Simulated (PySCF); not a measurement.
# ZnP (quartet) under other conditions

Aim: change spin, charge, geometry, field or solvent of ZnP (quartet), one at a time, and compare with the base run.

The runs use PySCF 2.14.0; each script names its method and basis.

1 further run of the same task is left out (it didn't finish).

### 1 The starting structure

ZnP (quartet): 2 atoms, charge 0, spin multiplicity 4.

Bond lengths: Zn1–P2 2.142 Å.

### 2 The base run

Input file input.py:

```python
from pyscf import gto, scf

mol = gto.M(
    atom='Zn 0 0 0; P 0 0 2.142',
    basis='x2c-svpall',
    charge=0,
    spin=3,
    verbose=4,
)
mf = scf.UHF(mol)
mf = mf.sfx2c1e()
mf.kernel()
mf.stability(internal=True, external=True)
mf.dip_moment()
print('orbital energies (hartree):', [e[max(0, n-3):n+3].round(4) for e, n in zip(mf.mo_energy, mol.nelec)])
```

On the command line:

```sh
OMP_NUM_THREADS=1 python input.py
```

Its log is not repeated here.

Base result: E(SCF) = -2135.326386 Eh, 11 cycles, ⟨S²⟩ = 3.770, μ = 1.40 D, internal stable; real -> complex stable; UHF/UKS -> GHF/GKS stable.

The bond length is a typed value, not an optimised one. The quartet is typed in the script; nothing here shows that it is the ground state.

### 3 Bond 2.206 Å

Edit 1 changes bond length: 2.142 Å → 2.206 Å.

Input file input.py:

```python
from pyscf import gto, scf

mol = gto.M(
    atom='Zn 0 0 0; P 0 0 2.206',
    basis='x2c-svpall',
    charge=0,
    spin=3,
    verbose=4,
)
mf = scf.UHF(mol)
mf = mf.sfx2c1e()
mf.kernel()
mf.stability(internal=True, external=True)
mf.dip_moment()
print('orbital energies (hartree):', [e[max(0, n-3):n+3].round(4) for e, n in zip(mf.mo_energy, mol.nelec)])
```

On the command line:

```sh
OMP_NUM_THREADS=1 python input.py
```

### 4 Charge -1 (triplet)

Edit 2 changes charge: 0 → -1; spin (2S): 3 → 2.

input.py: that of step 2 with these lines changed.

```diff
@@ -5,4 +5,4 @@
     basis='x2c-svpall',
-    charge=0,
-    spin=3,
+    charge=-1,
+    spin=2,
     verbose=4,
```

### 5 Bond 2.292 Å

Edit 3 changes bond length: 2.142 Å → 2.292 Å.

input.py: that of step 2 with these lines changed.

```diff
@@ -3,3 +3,3 @@
 mol = gto.M(
-    atom='Zn 0 0 0; P 0 0 2.142',
+    atom='Zn 0 0 0; P 0 0 2.292',
     basis='x2c-svpall',
```

### 6 PCM, ε = 2.27

Edit 4 changes solvent: none (gas phase) → PCM, ε = 2.27; step after the SCF: stability → analyze.

Input file input.py:

```python
from pyscf import gto, scf, solvent

mol = gto.M(
    atom='Zn 0 0 0; P 0 0 2.142',
    basis='x2c-svpall',
    charge=0,
    spin=3,
    verbose=4,
)
mf = scf.UHF(mol)
mf = mf.sfx2c1e()
mf = solvent.PCM(mf)
mf.with_solvent.eps = 2.27
mf.kernel()
mf.analyze()
print('orbital energies (hartree):', [e[max(0, n-3):n+3].round(4) for e, n in zip(mf.mo_energy, mol.nelec)])
```

### 7 Bond 1.992 Å

Edit 5 changes bond length: 2.142 Å → 1.992 Å.

input.py: that of step 2 with these lines changed.

```diff
@@ -3,3 +3,3 @@
 mol = gto.M(
-    atom='Zn 0 0 0; P 0 0 2.142',
+    atom='Zn 0 0 0; P 0 0 1.992',
     basis='x2c-svpall',
```

Q: Predict the outcome of this session. Wanted: for each run, E(SCF); from base; gap, α spin; SCF dipole; after the SCF.

The runs gave:

```
                run  E(SCF) (hartree)  from base (eV)  cycles  gap, α spin (eV)  SCF dipole (D)  after the SCF
               base      -2135.326386               0      11             11.66            1.40         stable
       bond 2.206 Å      -2135.332714         -0.1722      11             11.70            1.50         stable
charge -1 (triplet)      -2135.312978         +0.3648      14             11.11             n/a         stable
       bond 2.292 Å      -2135.338175         -0.3208      11             11.77            1.58         stable
      PCM, ε = 2.27      -2135.333795         -0.2016      11             11.85            2.15            n/a
       bond 1.992 Å      -2135.300240         +0.7115      11             11.59            1.10         stable
```

In words: Of the runs whose energies can be compared, “bond 1.992 Å” moves the SCF energy most (+0.711 eV). At the SCF level, adding an electron (to the triplet) costs 0.36 eV at fixed geometry; correlation, diffuse functions and relaxation can still bind it. A continuum solvent with ε = 2.27 lowers the energy by 0.202 eV.
